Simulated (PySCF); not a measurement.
# AsH6PSi: the cost of one run

The runs use PySCF 2.14.0, with density-fitted response routines of our own; the level of theory stands in each step. All values are computed, except where a source is named. Atoms are numbered from 0 throughout.

## Step 1: The molecule as given

9 atoms, charge 0, multiplicity 1; geometry from: GFN2-xTB. The atoms were then displaced at random by about 0.01 Å, so the start is not that level's minimum.

Bonds of the start (Å): P0–Si1 2.21, Si1–As2 2.33, P0–H3 1.35, P0–H4 1.39, Si1–H5 1.47, Si1–H6 1.47, As2–H7 1.52, As2–H8 1.52.

## Step 2: Optimising the geometry at PBE0-D3(BJ)/def2-SVP

Job settings and geometry (Å):

```
{"job": {"xc": "PBE0", "basis": "def2-SVP", "d3": "d3bj", "grid": 1, "shake": 0.01, "kind": "geom"}, "charge": 0, "multiplicity": 1}
P     -1.814500     0.362320    -0.688490
Si    -0.010290    -0.648600     0.101060
As     1.859200     0.388980    -0.814980
H     -2.675560    -0.194800     0.196250
H     -1.694420     1.508120     0.084710
H     -0.048460    -0.717680     1.572620
H     -0.108650    -2.031370    -0.381060
H      2.794270    -0.264490     0.193940
H      1.756220     1.580360     0.129450
```

Started as:

```
OMP_NUM_THREADS=1 python probes_run.py task.json out
```

This one command runs all jobs of the session in turn.

Q: Estimate the wall time and peak memory of this first job on 1 thread of Arm Neoverse V1, shared host.

About 19 s, with a peak of 0.41 GiB.
